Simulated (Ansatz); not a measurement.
# BGeHSi: the cost of one run

Program: Ansatz 0.2.0, Gaussian basis. Level of theory: RKS PBE0/def2-TZVP. These are calculated values, not measurements.

### Step 1. The starting structure

4 atoms, charge 0, spin multiplicity 1.

Atoms are counted from 1 here; the program's logs count them from 0.

Bond lengths: Ge1–B2 1.923 Å, B2–Si3 1.887 Å, B2–H4 1.182 Å. Angles: Ge1–B2–Si3 101.3°, Ge1–B2–H4 135.0°, Si3–B2–H4 123.8°.

The start was built by rule and, where that kept it together, relaxed with GFN2-xTB. Sticks and bond lists go by distance. No spin-orbit coupling is included. 

### Step 2. The run

File in.yaml:

```yaml
crystal:
  periodic: [false, false, false]
  atoms:
    - {symbol: Ge, position_ang: [-0.892219, -0.144275, -0.001763]}
    - {symbol: B, position_ang: [0.594445, 1.075147, 0.010414]}
    - {symbol: Si, position_ang: [2.053324, -0.121507, -0.000223]}
    - {symbol: H, position_ang: [0.709946, 2.251409, 0.021567]}
basis:
  gaussian: {orbitals: def2-TZVP}
hamiltonian: {xc: pbe0}
relax: {f_tol: 0.004, max_steps: 80}
```

Started as:

```
$ ansatz run in.yaml --threads 1 --pin off --events-out ev --progress --plain --max-ram 2176MiB
```

What time and memory should one allow on 1 thread of AMD EPYC 9R45, shared host?

About 41 s, with a peak of 0.25 GiB.
